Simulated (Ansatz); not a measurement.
# SnO: stress in a strained cell

SnO is deformed so: zz strain of -2 %. What stress and forces result, by LAPW, PAW and all-electron datasets made for the crystal?

Computed with Ansatz 0.2.0 (DFT LDA, scalar-relativistic, unless a step's input says otherwise).

## 1. Starting point

The structure is tetragonal, space group P4/nmm (No. 129). The conventional cell has a = 3.802 Å, b = 3.802 Å, c = 4.836 Å, α = 90.00°, β = 90.00°, γ = 90.00°. Sn (site symmetry 4mm) is surrounded by 4 O at 2.22 Å. Around O (site symmetry -4m2) lie 4 Sn at 2.22 Å.

As a file:

```
Sn O
1.0
     3.80200    0.00000    0.00000
     0.00000    3.80200    0.00000
     0.00000    0.00000    4.83600
Sn O
2 2
Direct
  0.00000 0.50000 0.23850
  0.50000 0.00000 0.76150
  0.00000 0.00000 0.00000
  0.50000 0.50000 0.00000
```

Atoms are numbered in the order of the input: Sn1, Sn2, O3, O4.

## 2. The deformed structure

Space group P4/nmm before, P4/nmm after.

## 3. All-electron LAPW

File input.yaml:

```yaml
crystal:
  lattice:
    - [3.802, 0.0, 0.0]
    - [0.0, 3.802, 0.0]
    - [0.0, 0.0, 4.73928]
  atoms:
    - { symbol: Sn, position: [0.0, 0.5, 0.2385] }
    - { symbol: Sn, position: [0.5, 0.0, 0.7615] }
    - { symbol: O, position: [0.0, 0.0, 0.0] }
    - { symbol: O, position: [0.5, 0.5, 0.0] }
kpoints:
  mp_grid: { grid: [6, 6, 5] }
  band_path:
    path:
      - [0.0, 0.0, 0.0]
      - [0.0, 0.5, 0.0]
      - [0.5, 0.5, 0.0]
      - [0.0, 0.0, 0.0]
      - [0.0, 0.0, 0.5]
      - [0.0, 0.5, 0.5]
      - [0.5, 0.5, 0.5]
      - [0.0, 0.0, 0.5]
      - [0.0, 0.5, 0.0]
    npoints: 5
scf:
  occupations: { method: fermi_dirac, width: 0.02 }
hamiltonian:
  xc: lda
  pseudopotentials: { kind: all_electron, lapw: { basis_error: 0.0005 } }
output:
  forces: true
  stress: true
  eigenvalues: true
```

Command:

```
$ ansatz run input.yaml --threads 1 --pin off --max-ram 4096MiB --backend cpu --events-out ev --progress --plain --runs-dir out
```

## 4. PAW with frozen cores

File input.yaml:

```yaml
crystal:
  lattice:
    - [3.802, 0.0, 0.0]
    - [0.0, 3.802, 0.0]
    - [0.0, 0.0, 4.73928]
  atoms:
    - { symbol: Sn, position: [0.0, 0.5, 0.2385] }
    - { symbol: Sn, position: [0.5, 0.0, 0.7615] }
    - { symbol: O, position: [0.0, 0.0, 0.0] }
    - { symbol: O, position: [0.5, 0.5, 0.0] }
kpoints:
  mp_grid: { grid: [6, 6, 5] }
scf:
  occupations: { method: fermi_dirac, width: 0.02 }
hamiltonian:
  xc: lda
  pseudopotentials: { kind: paw }
output:
  forces: true
  stress: true
  eigenvalues: true
  efg: { contact_densities: true }
```

## 5. Datasets made for this crystal

input.yaml, as its differences from that of step 4:

```diff
@@ -16,3 +16,3 @@
   xc: lda
-  pseudopotentials: { kind: paw }
+  pseudopotentials: { kind: all_electron, datasets: crystal }
 output:
```

(Steps that only read results are left out.)

What does the calculation give? Wanted: pressure; largest shear or deviatoric stress.

**Answer**, as computed:

| quantity | value |
| --- | --- |
| pressure | LAPW -1.25, PAW -1.25, crystal datasets -1.25 GPa |
| largest shear or deviatoric stress (LAPW) | 0.79 GPa |

In words: The largest part of the stress beyond the pressure is 0.79 GPa in size, in the zz component; the atoms are carried along and not relaxed. No run of the undeformed cell stands beside it, so the pressure holds what the given cell had before the change. PAW: stress within 0.01 GPa of LAPW, forces within 1 meV/Å. Crystal datasets: stress within 0.01 GPa of LAPW, forces within 1 meV/Å.
